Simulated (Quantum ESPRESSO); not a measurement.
GdO: zone-centre phonons under several settings

```
Gd O
1.0
     2.80181    0.00000    0.00000
     0.00000    2.80181    0.00000
     0.00000    0.00000    2.80181
Gd O
1 1
Direct
  0.00000 0.00000 0.00000
  0.50000 0.50000 0.50000
```

The cell comes from a database or a generator and needn't be the stable form of this composition.

All runs used Quantum ESPRESSO 7.5; potentials JTH 2.0 PBE; k mesh 6 × 6 × 6; collinear spin, ferromagnetic start; cutoff 707 eV; occupations cold, width 0.2 eV.

```tsv
level	geometry	volume (Å³/atom)	pressure (GPa)	lowest optical mode without the field (cm⁻¹)
PBE	relaxed at 0 GPa	?	-0.3	?
PBE	relaxed at 5 GPa	13.47	4.8	250
PBE	relaxed at 10 GPa	13.05	9.8	274
PBE	relaxed at 20 GPa	12.40	19.9	314
PBE	relaxed at 40 GPa	11.48	40.0	375
```

Task: What stands in the row left open?

Result: Volume 14.01 Å³/atom; lowest optical mode without the field 220 cm⁻¹.

Caveats: all runs use coarse meshes; the mesh is thin for the phonons of a metal; a cell with one magnetic atom can't hold antiferromagnetic order, which such compounds often take; without U or exact exchange the open f shell lies at the Fermi level, which spoils levels, moments and volumes; the cell is more than 3 GPa from zero pressure, which shifts response properties (some runs); the volume moved by over 15 % at a fixed basis, so the end points are rough (some runs).

For the row left open. Caveat: the k mesh is coarse (spacing up to 0.37 Å⁻¹), so the values aren't converged; the mesh is thin for the phonons of a metal; the volume moved by over 15 % at a fixed basis, so the end points are rough; a cell with one magnetic atom can't hold antiferromagnetic order, which such compounds often take; without U or exact exchange the open f shell lies at the Fermi level, which spoils levels, moments and volumes.
